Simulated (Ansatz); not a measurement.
# EuNi2SiGe: the cost of one run

All numbers below are computed with Ansatz 0.2.0 (DFT PBEsol, scalar-relativistic, plane waves, PAW).

**1. The starting structure**

The cell holds 20 atoms (CeEu4Ge4Ni7Si4): a = 5.679 Å, b = 5.679 Å, c = 9.753 Å, α = 90.00°, β = 90.00°, γ = 90.00°.

The coordinates of this cell stand in the input of its own run.

The host was relaxed before at PBEsol: a = 4.016 Å, b = 4.016 Å, c = 9.753 Å, α = 90.00°, β = 90.00°, γ = 90.00° (conventional cell), 15.729 Å³/atom.

Places, in fractions of the supercell: Ce in place of Ni at (0.750, 0.250, 0.246). Its neighbours start displaced at random, with a spread of 0.05 Å in each coordinate.

**2. The perfect crystal in the supercell of 20 atoms**

File input.yaml:

```yaml
crystal:
  lattice:
    - [4.015936538, -4.015936538, 0.0]
    - [-4.015936538, -4.015936538, 0.0]
    - [0.0, 0.0, -9.7525378331]
  atoms:
    - { symbol: Eu, position: [0.0, 0.0, 0.0008010924], spin: 7.23 }
    - { symbol: Eu, position: [0.5, 0.0, 0.5008010924], spin: 7.23 }
    - { symbol: Eu, position: [0.5, 0.5, 0.0008010924], spin: 7.23 }
    - { symbol: Eu, position: [0.0, 0.5, 0.5008010924], spin: 7.23 }
    - { symbol: Ge, position: [0.0, 0.0, 0.3719022853] }
    - { symbol: Ge, position: [0.5, 0.0, 0.8719022853] }
    - { symbol: Ge, position: [0.5, 0.5, 0.3719022853] }
    - { symbol: Ge, position: [0.0, 0.5, 0.8719022853] }
    - { symbol: Ni, position: [0.75, 0.25, 0.2459681697] }
    - { symbol: Ni, position: [0.25, 0.25, 0.7459681697] }
    - { symbol: Ni, position: [0.25, 0.75, 0.2459681697] }
    - { symbol: Ni, position: [0.75, 0.75, 0.7459681697] }
    - { symbol: Ni, position: [0.25, 0.25, 0.2459681697] }
    - { symbol: Ni, position: [0.75, 0.25, 0.7459681697] }
    - { symbol: Ni, position: [0.75, 0.75, 0.2459681697] }
    - { symbol: Ni, position: [0.25, 0.75, 0.7459681697] }
    - { symbol: Si, position: [0.0, 0.0, 0.6353612829] }
    - { symbol: Si, position: [0.5, 0.0, 0.1353612829] }
    - { symbol: Si, position: [0.5, 0.5, 0.6353612829] }
    - { symbol: Si, position: [0.0, 0.5, 0.1353612829] }
basis:
  ecutwfc: 420
  xc_grid: 2
kpoints:
  mp_grid: { grid: [4, 4, 2], shift: [0.5, 0.5, 0.5] }
hamiltonian:
  xc: pbesol
scf:
  occupations: { method: gaussian, width: 0.05 }
  lower_state_search: "off"
output:
  forces: true
  stress: true
  eigenvalues: true
  populations: true
  hubbard: { sites: [{ species: Eu, l: f }] }
magnetization:
  spin_polarized: true
```

Run with:

```
> ansatz run input.yaml --threads 8 --pin off --max-ram 14336MiB --backend cpu --events-out ev --progress --plain --runs-dir out
```

**Question.** How long does this run take on 8 threads of Arm Neoverse N1, shared host, and how much memory does it need?

About 34 s, with a peak of 1.9 GiB.
